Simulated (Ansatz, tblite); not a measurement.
# Mo(NH)2(OH)2 (H₄MoN₂O₂): one state, many levels

An exercise on one series of results from a longer session: the logs are not shown, and one member is left open.

Program: Ansatz 0.2.0, Gaussian basis. Level of theory: as each input shows. These are calculated values, not measurements.

Plan: GFN1-xTB, GFN2-xTB, PBE-D4/def2-TZVP, r2SCAN-D4/def2-TZVP, HSE06-D4/def2-TZVP, r2SCAN0-D4/def2-TZVP, HF/def2-TZVP, PBE-D4/def2-SVP, PBE0-D4/def2-SVP, CCSD(T)/def2-SVP, MP2/def2-TZVP.

4 further runs of the same task are left out: 4 set aside as unsound or not needed.

## The geometry

The geometry is that of the singlet, from an earlier relaxation (r2SCAN-D4/def2-SVP).

9 atoms, charge 0, spin multiplicity 1.

Bond lengths: Mo1–N2 1.737 Å, Mo1–N3 1.737 Å, Mo1–O4 1.897 Å, Mo1–O5 1.897 Å, N2–H6 1.019 Å, N3–H7 1.019 Å, O4–H8 0.967 Å, O5–H9 0.967 Å. Angles: N2–Mo1–N3 111.7°, N2–Mo1–O4 109.1°, N2–Mo1–O5 107.3°, N3–Mo1–O4 107.3°, N3–Mo1–O5 109.1°, O4–Mo1–O5 112.3°, Mo1–N2–H6 155.7°, Mo1–N3–H7 155.7°, Mo1–O4–H8 118.8°, Mo1–O5–H9 118.8°.

Mo takes a core potential in the def2 sets. No spin-orbit coupling is included.

PBE0-D4/def2-TZVP was run before; its log isn't repeated, and its numbers join the tables.

The first run:

Tight binding, by tblite at 300 K electronic temperature and without a spin-polarisation term:

```python
tblite.interface.Calculator('GFN1-xTB', numbers, positions, charge=0, uhf=0).singlepoint()
```

Tight binding, by tblite at 300 K electronic temperature and without a spin-polarisation term:

```python
tblite.interface.Calculator('GFN2-xTB', numbers, positions, charge=0, uhf=0).singlepoint()
```

start.molden holds the orbitals of an earlier run on this state, given as this run's starting guess.

in.yaml reads:

```yaml
crystal:
  periodic: [false, false, false]
  atoms:
    - {symbol: Mo, position_ang: [-0.101474, -0.022574, -0.062104]}
    - {symbol: N, position_ang: [-0.055284, 0.316360, 1.640657]}
    - {symbol: N, position_ang: [1.486516, 0.001624, -0.765027]}
    - {symbol: O, position_ang: [-1.126313, 1.314232, -0.934382]}
    - {symbol: O, position_ang: [-0.848834, -1.753107, -0.274065]}
    - {symbol: H, position_ang: [0.387971, 0.529931, 2.533266]}
    - {symbol: H, position_ang: [2.499772, 0.111848, -0.766493]}
    - {symbol: H, position_ang: [-1.751437, 1.836671, -0.413192]}
    - {symbol: H, position_ang: [-0.490917, -2.334986, -0.958661]}
basis:
  gaussian: {orbitals: def2-TZVP, initial_orbitals: start.molden}
hamiltonian: {xc: pbe, dispersion: d4}
scf: {omitted_lower_state_checks: [starts]}
output: {forces: true, orbitals: {seedname: orbitals}}
```

The run is started by

```sh
$ ansatz run in.yaml --threads 2 --pin off --events-out ev --progress --plain --max-ram 4352MiB
```

Steps of the session up to this table: PBE-D4/def2-TZVP; r2SCAN-D4/def2-TZVP; HSE06-D4/def2-TZVP; r2SCAN0-D4/def2-TZVP; HF/def2-TZVP; PBE-D4/def2-SVP; PBE0-D4/def2-SVP; CCSD(T)/def2-SVP; MP2/def2-TZVP.

One of the session's tables, all rows but one given; the rest of the session is left out.

It belongs to the step «Binding energy». 

| level | binding an atom (eV) |
| --- | --- |
| HF/def2-SVP | 1.836 |
| HF/def2-TZVP | 1.839 |
| PBE-D4/def2-SVP | 4.156 |
| PBE-D4/def2-TZVP | 4.122 |
| r2SCAN-D4/def2-TZVP | 3.874 |
| PBE0-D4/def2-SVP | 3.820 |
| PBE0-D4/def2-TZVP | ? |
| r2SCAN0-D4/def2-TZVP | 3.612 |
| HSE06-D4/def2-TZVP | 3.805 |
| MP2/def2-SVP | 3.771 |
| MP2/def2-TZVP | 3.970 |
| CCSD/def2-SVP | 3.410 |
| CCSD(T)/def2-SVP | 3.568 |

**Question.** Estimate the row for PBE0-D4/def2-TZVP.

**Answer.** binding an atom (eV): 3.800. In the column «binding an atom (eV)» it lies between MP2/def2-SVP (3.771) and HSE06-D4/def2-TZVP (3.805).

Limits of these values: Free atoms were run apart at each level; binding is atoms less cluster, divided by the number of atoms, without zero-point or spin-orbit terms.
